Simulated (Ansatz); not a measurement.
# CH6FOSbSi: the cost of one run

The runs use Ansatz 0.2.0, Gaussian basis; the settings change from run to run.

### Step 1. The relaxed structure

The structure was relaxed beforehand with PBE0-D4 in a triple-zeta def2 set. Sb takes a core potential in def2 sets; no spin-orbit term is included.

SMILES `C[O][Sb]([F])[SiH3]`, 11 atoms, charge 0, spin multiplicity 1.

Atoms are counted from 1 here; the program's logs count them from 0.

Bond lengths: C1–O2 1.411 Å, C1–H6 1.098 Å, C1–H7 1.095 Å, C1–H8 1.093 Å, O2–Sb3 1.952 Å, Sb3–F4 1.929 Å, Sb3–Si5 2.601 Å, Si5–H9 1.483 Å, Si5–H10 1.488 Å, Si5–H11 1.487 Å. Angles: O2–C1–H6 112.7°, O2–C1–H7 111.0°, O2–C1–H8 108.1°, H6–C1–H7 108.4°, H6–C1–H8 108.0°, H7–C1–H8 108.5°, C1–O2–Sb3 119.7°, O2–Sb3–F4 97.3°, O2–Sb3–Si5 88.9°, F4–Sb3–Si5 92.8°, Sb3–Si5–H9 108.6°, Sb3–Si5–H10 109.1°, Sb3–Si5–H11 109.4°, H9–Si5–H10 110.5°, H9–Si5–H11 110.4°, H10–Si5–H11 108.8°.

### Step 2. r2SCAN50/ANO-RCC-VTZP

Set apart from the defaults: multiplicity 3, D4 dispersion.

in.yaml reads:

```yaml
crystal:
  periodic: [false, false, false]
  atoms:
    - {symbol: C, position_ang: [-0.530202, 1.655879, -1.476747]}
    - {symbol: O, position_ang: [-0.198830, 0.844017, -0.370683]}
    - {symbol: Sb, position_ang: [0.907610, -0.742557, -0.631251]}
    - {symbol: F, position_ang: [-0.505795, -1.941419, -1.165996]}
    - {symbol: Si, position_ang: [0.605144, -1.306018, 1.889599]}
    - {symbol: H, position_ang: [0.296963, 1.754393, -2.192522]}
    - {symbol: H, position_ang: [-1.401071, 1.258655, -2.008617]}
    - {symbol: H, position_ang: [-0.775935, 2.653344, -1.103899]}
    - {symbol: H, position_ang: [-0.835483, -1.204528, 2.227762]}
    - {symbol: H, position_ang: [1.400024, -0.346008, 2.701563]}
    - {symbol: H, position_ang: [1.103074, -2.682858, 2.151489]}
basis:
  gaussian: {orbitals: ANO-RCC-VTZP}
magnetization: {spin_polarized: true, initial_magnetization: 2}
hamiltonian: {xc: {name: r2SCAN50}, dispersion: d4}
output: {forces: true}
```

Started as:

```bash
$ ansatz run in.yaml --threads 4 --pin off --events-out ev --progress --plain --max-ram 11315MiB
```

**Question.** How long does this run take on 4 threads of Intel Xeon Platinum 8488C, shared host, and how much memory does it need?

About 71 s, with a peak of 2.9 GiB.
